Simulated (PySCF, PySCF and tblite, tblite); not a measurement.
# C₈H₇F: conformers and averaged spectra

Aim: find the conformers of C₈H₇F (`C=Cc1cccc(F)c1`), weigh them, and average their properties.

Computed with tblite 0.8.0 (tight binding) and PySCF 2.14.0 (DFT, with response routines of our own); each step states its level. Atoms count from 0 throughout.

### 1 The molecule as given

16 atoms, charge 0, multiplicity 1; geometry from: MMFF94s geometry.

Bonds of the start (Å): C0–C1 1.33, C0–H10 1.10, C0–H9 1.07, C1–C2 1.48, C1–H11 1.10, C2–C3 1.41, C2–C8 1.40, C3–C4 1.40, C3–H12 1.08, C4–C5 1.38, C4–H13 1.10, C5–C6 1.38, C5–H14 1.09, C6–C8 1.39, C6–F7 1.35, C8–H15 1.10.

### 2 GFN2-xTB relaxation, conformer 1

Job settings and geometry (Å):

```
{"job": {"xc": "GFN2-xTB", "basis": "xTB", "kind": "relax"}, "charge": 0, "multiplicity": 1}
C     -2.524300    -1.157000    -0.773700
C     -1.862600    -0.499800     0.174800
C     -0.438200    -0.083600     0.137600
C      0.393900    -0.306000    -0.973100
C      1.727300     0.111500    -0.948600
C      2.233400     0.779700     0.150900
C      1.411600     1.017300     1.239100
F      1.903700     1.660900     2.317700
C      0.088400     0.590300     1.244400
H     -2.100800    -1.447900    -1.715700
H     -3.579200    -1.416800    -0.620800
H     -2.397100    -0.260700     1.101800
H      0.026400    -0.829800    -1.838000
H      2.368500    -0.078100    -1.819600
H      3.266100     1.126500     0.178700
H     -0.524500     0.802500     2.133000
```

Run with:

```sh
$ OMP_NUM_THREADS=1 python ens_run.py task.json out
```

This one command runs the whole study; its stages follow in the order run.

The program printed:

```text
step      E/eV     max force
  0    -690.81605    0.717
  1    -690.84559    0.410
  2    -690.85731    0.253
  3    -690.86686    0.164
  4    -690.86877    0.132
  5    -690.86991    0.114
  6    -690.87104    0.097
  7    -690.87226    0.082
  8    -690.87280    0.067
  9    -690.87316    0.057
 10    -690.87342    0.043
 11    -690.87360    0.033
 12    -690.87360    0.033
 13    -690.87367    0.026
 14    -690.87375    0.027
 15    -690.87379    0.026
 16    -690.87389    0.024
 17    -690.87394    0.020
 18    -690.87399    0.018
 19    -690.87402    0.019
 20    -690.87404    0.020
 21    -690.87407    0.017
 22    -690.87410    0.014
 23    -690.87412    0.016
 24    -690.87415    0.013
 25    -690.87417    0.011
 26    -690.87418    0.010
 27    -690.87419    0.010
 28    -690.87420    0.009
 29    -690.87421    0.008
 30    -690.87422    0.009
 31    -690.87423    0.006
 32    -690.87423    0.005
 33    -690.87424    0.005
 34    -690.87424    0.003
```

Wall time 0.14 s (1 thread of Intel Xeon 6975P-C, shared host).

Gain 0.058 eV; displacement 0.03 Å root mean square.

**GFN2-xTB relaxation, conformer 2**

Job settings and geometry (Å):

```
{"job": {"xc": "GFN2-xTB", "basis": "xTB", "kind": "relax"}, "charge": 0, "multiplicity": 1}
C      2.822000     0.579100    -0.200700
C      1.861100    -0.342700    -0.393000
C      0.432200    -0.196800    -0.123900
C     -0.421000    -1.281500    -0.390300
C     -1.800800    -1.210900    -0.152700
C     -2.361100    -0.029100     0.318100
C     -1.527900     1.060600     0.570300
F     -2.056200     2.200600     1.041400
C     -0.149300     0.983800     0.357400
H      2.605700     1.578900     0.173700
H      3.847900     0.349600    -0.426400
H      2.175300    -1.323200    -0.757500
H     -0.014700    -2.222800    -0.748300
H     -2.429700    -2.069000    -0.366100
H     -3.426400     0.062500     0.501200
H      0.435400     1.869800     0.585400
```

The program printed:

```text
step      E/eV     max force
  0    -690.81887    1.189
  1    -690.84755    0.779
  2    -690.86004    0.311
  3    -690.86859    0.237
  4    -690.87122    0.171
  5    -690.87217    0.109
  6    -690.87332    0.138
  7    -690.87464    0.160
  8    -690.87538    0.071
  9    -690.87570    0.048
 10    -690.87589    0.060
 11    -690.87605    0.063
 12    -690.87615    0.031
 13    -690.87615    0.031
 14    -690.87618    0.025
 15    -690.87623    0.022
 16    -690.87627    0.022
 17    -690.87633    0.019
 18    -690.87637    0.021
 19    -690.87642    0.018
 20    -690.87646    0.017
 21    -690.87649    0.015
 22    -690.87652    0.013
 23    -690.87655    0.013
 24    -690.87658    0.016
 25    -690.87661    0.014
 26    -690.87662    0.009
 27    -690.87664    0.009
 28    -690.87665    0.008
 29    -690.87666    0.008
 30    -690.87666    0.008
 31    -690.87667    0.007
 32    -690.87667    0.006
 33    -690.87668    0.004
 34    -690.87668    0.002
```

It took 0.16 s on 1 thread of Intel Xeon 6975P-C, shared host.

Relaxing gained 0.058 eV and moved the atoms by 0.03 Å on average (rms).

### 3 Shieldings, conformer 1: mPW1PW91/pcSseg-1 in acetonitrile

Job settings and geometry (Å):

```
{"job": {"xc": "mPW1PW91", "basis": "pcSseg-1", "solvent": "acetonitrile", "kind": "nmr", "pop": true}, "charge": 0, "multiplicity": 1}
C     -2.507495    -1.145192    -0.767786
C     -1.842045    -0.500878     0.183217
C     -0.446963    -0.078226     0.138913
C      0.388241    -0.310921    -0.955621
C      1.703957     0.110552    -0.948892
C      2.228169     0.776182     0.146906
C      1.396964     1.003910     1.228158
F      1.888774     1.651557     2.307330
C      0.080420     0.592280     1.243394
H     -2.060694    -1.430271    -1.704610
H     -3.541670    -1.414647    -0.639440
H     -2.357353    -0.246382     1.101218
H      0.005651    -0.827183    -1.821484
H      2.332905    -0.079091    -1.805692
H      3.252009     1.113091     0.171430
H     -0.528467     0.794161     2.111548
```

The program printed:

```text
coarse grid: 14120 points
cycle   1  E = -408.6279266032  dE =  1.562e+00  |g| = 5.224e-01  |ddm| = 4.004e+00
cycle   2  E = -408.6099925617  dE =  1.793e-02  |g| = 6.353e-01  |ddm| = 9.842e-01
cycle   3  E = -408.6839131844  dE = -7.392e-02  |g| = 8.731e-02  |ddm| = 5.170e-01
cycle   4  E = -408.6855531261  dE = -1.640e-03  |g| = 2.875e-02  |ddm| = 9.217e-02
cycle   5  E = -408.6857443705  dE = -1.912e-04  |g| = 8.483e-03  |ddm| = 3.027e-02
cycle   6  E = -408.6857611964  dE = -1.683e-05  |g| = 1.913e-03  |ddm| = 8.328e-03
cycle   7  E = -408.6857620501  dE = -8.537e-07  |g| = 4.684e-04  |ddm| = 2.179e-03
final grid: 138872 points
cycle   8  E = -408.7468462144  dE = -3.861e-05  |g| = 5.619e-03  |ddm| = 5.068e-02
cycle   9  E = -408.7468447192  dE =  1.495e-06  |g| = 6.697e-03  |ddm| = 1.236e-02
cycle  10  E = -408.7468540355  dE = -9.316e-06  |g| = 1.033e-03  |ddm| = 6.720e-03
cycle  11  E = -408.7468542176  dE = -1.821e-07  |g| = 1.479e-04  |ddm| = 9.714e-04
cycle  12  E = -408.7468542204  dE = -2.803e-09  |g| = 9.637e-05  |ddm| = 1.853e-04
cycle  13  E = -408.7468542227  dE = -2.287e-09  |g| = 1.742e-05  |ddm| = 9.045e-05
cycle  14  E = -408.7468542228  dE = -6.980e-11  |g| = 4.425e-06  |ddm| = 1.929e-05
converged SCF energy = -408.7468542228

GIAO shielding tensors (ppm)
atom      isotropic    diamagn.    paramagn.     s11        s22        s33       span
  0 C       63.421     255.836    -192.415    -49.342     66.632    172.974    222.317
  1 C       42.605     250.024    -207.418    -71.482     55.654    143.645    215.127
  2 C       41.840     259.933    -218.093    -50.247      5.485    170.282    220.529
  3 C       61.978     252.244    -190.266    -41.120     42.373    184.681    225.801
  4 C       49.640     254.942    -205.302    -58.308     31.135    176.092    234.400
  5 C       65.125     256.469    -191.344    -19.037     46.513    167.899    186.936
  6 C       12.964     255.097    -242.134    -75.273     33.619     80.544    155.817
  7 F      295.936     478.802    -182.866    222.622    311.062    354.124    131.501
  8 C       63.350     252.797    -189.448    -12.633     47.892    154.790    167.424
  9 H       25.153      32.537      -7.384     22.850     23.225     29.384      6.534
 10 H       25.797      27.620      -1.823     23.788     24.464     29.139      5.350
 11 H       24.767      31.196      -6.429     21.863     23.471     28.968      7.104
 12 H       23.619      33.986     -10.368     19.220     23.763     27.874      8.654
 13 H       23.857      30.471      -6.613     20.357     24.650     26.565      6.208
 14 H       24.311      29.113      -4.802     20.883     24.942     27.109      6.226
 15 H       24.413      31.993      -7.580     20.687     24.300     28.250      7.563
```

It took 20 s on 1 thread of Intel Xeon 6975P-C, shared host; peak memory 0.98 GiB.

This run: HOMO -6.82 eV, LUMO -1.27 eV; dipole 2.09 D.

### 4 Single-point energy, conformer 1: PBE0/def2-SVP in acetonitrile

The job, as its differences from that of step 3:

```diff
@@ -1,2 +1,2 @@
-{"job": {"xc": "mPW1PW91", "basis": "pcSseg-1", "solvent": "acetonitrile", "kind": "nmr", "pop": true}, "charge": 0, "multiplicity": 1}
+{"job": {"xc": "PBE0", "basis": "def2-SVP", "solvent": "acetonitrile", "kind": "sp"}, "charge": 0, "multiplicity": 1}
 C     -2.507495    -1.145192    -0.767786
```

The program printed:

```text
coarse grid: 14120 points
cycle   1  E = -408.0106399598  dE =  1.482e+00  |g| = 5.117e-01  |ddm| = 4.961e+00
cycle   2  E = -407.9910394181  dE =  1.960e-02  |g| = 6.208e-01  |ddm| = 1.123e+00
cycle   3  E = -408.0654090482  dE = -7.437e-02  |g| = 8.341e-02  |ddm| = 6.128e-01
cycle   4  E = -408.0670015805  dE = -1.593e-03  |g| = 2.667e-02  |ddm| = 1.070e-01
cycle   5  E = -408.0671722908  dE = -1.707e-04  |g| = 8.519e-03  |ddm| = 3.350e-02
cycle   6  E = -408.0671902071  dE = -1.792e-05  |g| = 1.636e-03  |ddm| = 1.008e-02
cycle   7  E = -408.0671908582  dE = -6.511e-07  |g| = 4.177e-04  |ddm| = 2.269e-03
final grid: 138872 points
cycle   8  E = -408.1267010852  dE = -3.412e-05  |g| = 7.472e-03  |ddm| = 4.484e-02
cycle   9  E = -408.1266987416  dE =  2.344e-06  |g| = 8.744e-03  |ddm| = 1.782e-02
cycle  10  E = -408.1267153982  dE = -1.666e-05  |g| = 1.267e-03  |ddm| = 9.987e-03
cycle  11  E = -408.1267156997  dE = -3.015e-07  |g| = 1.482e-04  |ddm| = 1.398e-03
cycle  12  E = -408.1267157030  dE = -3.243e-09  |g| = 9.393e-05  |ddm| = 2.363e-04
cycle  13  E = -408.1267157052  dE = -2.270e-09  |g| = 1.819e-05  |ddm| = 1.080e-04
cycle  14  E = -408.1267157053  dE = -8.129e-11  |g| = 5.705e-06  |ddm| = 2.597e-05
converged SCF energy = -408.1267157053
```

Run time: 7.5 s. Hardware: 1 thread of Intel Xeon 6975P-C, shared host; peak memory 0.76 GiB.

This run: HOMO -6.72 eV, LUMO -1.14 eV; dipole 1.94 D.

### 5 Shieldings, conformer 2: mPW1PW91/pcSseg-1 in acetonitrile

Job settings and geometry (Å):

```
{"job": {"xc": "mPW1PW91", "basis": "pcSseg-1", "solvent": "acetonitrile", "kind": "nmr", "pop": false}, "charge": 0, "multiplicity": 1}
C      2.786180     0.577814    -0.196501
C      1.850485    -0.345815    -0.379930
C      0.421521    -0.200987    -0.128404
C     -0.423103    -1.284727    -0.379737
C     -1.784781    -1.199831    -0.159172
C     -2.345441    -0.028113     0.319682
C     -1.503980     1.041921     0.566970
F     -2.034324     2.193791     1.034972
C     -0.142859     0.979802     0.354467
H      2.569473     1.565429     0.172300
H      3.820676     0.374122    -0.412961
H      2.141413    -1.319703    -0.754139
H     -0.000492    -2.206041    -0.753571
H     -2.417868    -2.050688    -0.361234
H     -3.404457     0.064380     0.499856
H      0.459958     1.847590     0.565990
```

The program printed:

```text
coarse grid: 14120 points
cycle   1  E = -408.6285706758  dE =  1.562e+00  |g| = 5.227e-01  |ddm| = 4.017e+00
cycle   2  E = -408.6117462014  dE =  1.682e-02  |g| = 6.334e-01  |ddm| = 9.696e-01
cycle   3  E = -408.6846694742  dE = -7.292e-02  |g| = 8.473e-02  |ddm| = 5.034e-01
cycle   4  E = -408.6861695265  dE = -1.500e-03  |g| = 2.855e-02  |ddm| = 8.824e-02
cycle   5  E = -408.6863522653  dE = -1.827e-04  |g| = 8.725e-03  |ddm| = 3.019e-02
cycle   6  E = -408.6863700958  dE = -1.783e-05  |g| = 2.091e-03  |ddm| = 8.721e-03
cycle   7  E = -408.6863710863  dE = -9.905e-07  |g| = 6.779e-04  |ddm| = 2.367e-03
final grid: 138872 points
cycle   8  E = -408.7471012493  dE = -3.746e-05  |g| = 5.459e-03  |ddm| = 4.949e-02
cycle   9  E = -408.7470999585  dE =  1.291e-06  |g| = 6.420e-03  |ddm| = 1.179e-02
cycle  10  E = -408.7471088064  dE = -8.848e-06  |g| = 1.060e-03  |ddm| = 6.524e-03
cycle  11  E = -408.7471090019  dE = -1.954e-07  |g| = 1.486e-04  |ddm| = 9.779e-04
cycle  12  E = -408.7471090047  dE = -2.854e-09  |g| = 1.018e-04  |ddm| = 1.850e-04
cycle  13  E = -408.7471090072  dE = -2.511e-09  |g| = 1.684e-05  |ddm| = 9.749e-05
cycle  14  E = -408.7471090073  dE = -6.412e-11  |g| = 4.536e-06  |ddm| = 2.012e-05
converged SCF energy = -408.7471090073

GIAO shielding tensors (ppm)
atom      isotropic    diamagn.    paramagn.     s11        s22        s33       span
  0 C       63.695     255.885    -192.190    -49.169     67.110    173.144    222.313
  1 C       42.666     249.918    -207.252    -70.902     54.498    144.403    215.305
  2 C       41.776     259.840    -218.064    -50.239      5.442    170.123    220.362
  3 C       53.793     251.517    -197.724    -43.291     39.884    164.784    208.075
  4 C       49.031     255.146    -206.115    -59.125     30.741    175.475    234.600
  5 C       64.653     256.536    -191.883    -19.775     45.879    167.856    187.631
  6 C       12.898     253.723    -240.825    -74.488     33.917     79.264    153.752
  7 F      295.808     478.743    -182.934    221.897    312.525    353.003    131.106
  8 C       71.232     253.367    -182.135    -10.156     51.024    172.828    182.984
  9 H       25.204      32.373      -7.169     22.830     23.331     29.453      6.623
 10 H       25.803      27.577      -1.774     23.891     24.434     29.082      5.191
 11 H       24.694      31.293      -6.599     21.884     23.636     28.560      6.676
 12 H       24.323      32.963      -8.640     20.881     24.389     27.698      6.817
 13 H       23.888      30.053      -6.165     20.584     24.611     26.470      5.886
 14 H       24.305      29.162      -4.856     20.898     24.932     27.085      6.187
 15 H       23.749      33.053      -9.304     19.107     23.605     28.535      9.428
```

Run time: 19 s. Hardware: 1 thread of Intel Xeon 6975P-C, shared host; peak memory 0.96 GiB.

This run: HOMO -6.84 eV, LUMO -1.32 eV; dipole 1.99 D.

### 6 Single-point energy, conformer 2: PBE0/def2-SVP in acetonitrile

The job, as its differences from that of step 5:

```diff
@@ -1,2 +1,2 @@
-{"job": {"xc": "mPW1PW91", "basis": "pcSseg-1", "solvent": "acetonitrile", "kind": "nmr", "pop": false}, "charge": 0, "multiplicity": 1}
+{"job": {"xc": "PBE0", "basis": "def2-SVP", "solvent": "acetonitrile", "kind": "sp"}, "charge": 0, "multiplicity": 1}
 C      2.786180     0.577814    -0.196501
```

The program printed:

```text
coarse grid: 14120 points
cycle   1  E = -408.0113510280  dE =  1.482e+00  |g| = 5.120e-01  |ddm| = 4.961e+00
cycle   2  E = -407.9927345410  dE =  1.862e-02  |g| = 6.191e-01  |ddm| = 1.127e+00
cycle   3  E = -408.0662471346  dE = -7.351e-02  |g| = 8.097e-02  |ddm| = 6.097e-01
cycle   4  E = -408.0677133635  dE = -1.466e-03  |g| = 2.631e-02  |ddm| = 1.023e-01
cycle   5  E = -408.0678758342  dE = -1.625e-04  |g| = 8.595e-03  |ddm| = 3.314e-02
cycle   6  E = -408.0678941297  dE = -1.830e-05  |g| = 1.826e-03  |ddm| = 1.038e-02
cycle   7  E = -408.0678949013  dE = -7.716e-07  |g| = 6.470e-04  |ddm| = 2.514e-03
final grid: 138872 points
cycle   8  E = -408.1269642885  dE = -3.301e-05  |g| = 7.252e-03  |ddm| = 4.152e-02
cycle   9  E = -408.1269624591  dE =  1.829e-06  |g| = 8.342e-03  |ddm| = 1.730e-02
cycle  10  E = -408.1269780731  dE = -1.561e-05  |g| = 1.308e-03  |ddm| = 9.652e-03
cycle  11  E = -408.1269783967  dE = -3.236e-07  |g| = 1.566e-04  |ddm| = 1.445e-03
cycle  12  E = -408.1269784006  dE = -3.902e-09  |g| = 9.853e-05  |ddm| = 2.428e-04
cycle  13  E = -408.1269784030  dE = -2.452e-09  |g| = 1.787e-05  |ddm| = 1.147e-04
cycle  14  E = -408.1269784031  dE = -7.230e-11  |g| = 6.005e-06  |ddm| = 2.628e-05
converged SCF energy = -408.1269784031
```

Wall time 7.1 s (1 thread of Intel Xeon 6975P-C, shared host); peak memory 0.76 GiB.

In short: HOMO -6.74 eV, LUMO -1.18 eV; dipole 1.85 D.

### 7 Couplings, conformer 1: B3LYP/pcJ-1+6-31G*

Job settings and geometry (Å):

```
{"job": {"xc": "B3LYP", "basis": {"default": "6-31G*", "H": "pcJ-1", "F": "pcJ-1"}, "nuclei": ["H", "F", "P", "Si", "B"], "kind": "j"}, "charge": 0, "multiplicity": 1}
C     -2.507495    -1.145192    -0.767786
C     -1.842045    -0.500878     0.183217
C     -0.446963    -0.078226     0.138913
C      0.388241    -0.310921    -0.955621
C      1.703957     0.110552    -0.948892
C      2.228169     0.776182     0.146906
C      1.396964     1.003910     1.228158
F      1.888774     1.651557     2.307330
C      0.080420     0.592280     1.243394
H     -2.060694    -1.430271    -1.704610
H     -3.541670    -1.414647    -0.639440
H     -2.357353    -0.246382     1.101218
H      0.005651    -0.827183    -1.821484
H      2.332905    -0.079091    -1.805692
H      3.252009     1.113091     0.171430
H     -0.528467     0.794161     2.111548
```

The program printed:

```text
coarse grid: 14120 points
cycle   1  E = -408.8733830782  dE =  1.492e+00  |g| = 5.826e-01  |ddm| = 4.034e+00
cycle   2  E = -408.8395638080  dE =  3.382e-02  |g| = 7.388e-01  |ddm| = 1.107e+00
cycle   3  E = -408.9435232561  dE = -1.040e-01  |g| = 1.288e-01  |ddm| = 6.637e-01
cycle   4  E = -408.9475785830  dE = -4.055e-03  |g| = 4.126e-02  |ddm| = 1.682e-01
cycle   5  E = -408.9480007216  dE = -4.221e-04  |g| = 1.516e-02  |ddm| = 5.103e-02
cycle   6  E = -408.9480543925  dE = -5.367e-05  |g| = 2.833e-03  |ddm| = 1.623e-02
cycle   7  E = -408.9480561379  dE = -1.745e-06  |g| = 9.201e-04  |ddm| = 3.623e-03
final grid: 138872 points
cycle   8  E = -408.8926563808  dE = -6.876e-05  |g| = 8.042e-03  |ddm| = 3.246e-02
cycle   9  E = -408.8926461793  dE =  1.020e-05  |g| = 1.129e-02  |ddm| = 1.648e-02
cycle  10  E = -408.8926706664  dE = -2.449e-05  |g| = 1.509e-03  |ddm| = 1.012e-02
cycle  11  E = -408.8926710900  dE = -4.237e-07  |g| = 2.515e-04  |ddm| = 1.378e-03
cycle  12  E = -408.8926710946  dE = -4.555e-09  |g| = 2.084e-04  |ddm| = 3.925e-04
cycle  13  E = -408.8926711063  dE = -1.171e-08  |g| = 2.439e-05  |ddm| = 2.201e-04
cycle  14  E = -408.8926711064  dE = -1.262e-10  |g| = 1.100e-05  |ddm| = 3.443e-05
converged SCF energy = -408.8926711064

Indirect spin-spin couplings (Hz)
  i      j    bonds     total        FC       PSO       DSO        SD
  7 F   10 H    6      0.624     0.866     0.497    -0.699    -0.040
  7 F   11 H    5     -0.441    -0.363     0.431    -0.486    -0.022
  7 F   12 H    5     -0.582     0.407     0.562    -1.398    -0.152
  7 F   13 H    4      5.191     5.609     1.120    -1.394    -0.144
  7 F   14 H    3      8.305    11.823    -2.550    -0.084    -0.883
  7 F   15 H    3      9.951    13.427    -2.606     0.030    -0.900
  9 H   10 H    2     -1.410    -0.766     2.823    -3.468         -
  9 H   11 H    3     17.213    18.789     1.657    -3.233         -
  9 H   12 H    5      0.826    -0.156    -2.131     3.113         -
  9 H   14 H    7      0.173     0.447     0.505    -0.778         -
 10 H   11 H    3     12.417    12.869     0.084    -0.536         -
 10 H   13 H    6     -0.385    -0.083     0.616    -0.918         -
 10 H   15 H    5      0.251     0.465     0.485    -0.699         -
 11 H   12 H    4     -1.123    -0.518     1.112    -1.717         -
 11 H   13 H    5      0.240     0.691     0.898    -1.350         -
 11 H   14 H    6     -0.611    -0.227     0.773    -1.157         -
 11 H   15 H    4      0.203    -0.539    -1.349     2.090         -
 12 H   13 H    3      9.023     9.190     0.071    -0.238         -
 12 H   15 H    4      0.797     1.477     1.213    -1.893         -
 13 H   14 H    3      9.251     9.462     0.182    -0.394         -
 13 H   15 H    5     -0.284     0.374     1.199    -1.857         -
 14 H   15 H    4      1.914     2.569     1.317    -1.971         -
```

Wall time 27 s (1 thread of Intel Xeon 6975P-C, shared host); peak memory 1 GiB.

This run: HOMO -6.31 eV, LUMO -1.08 eV; dipole 1.71 D.

[end of part 1 of 2]
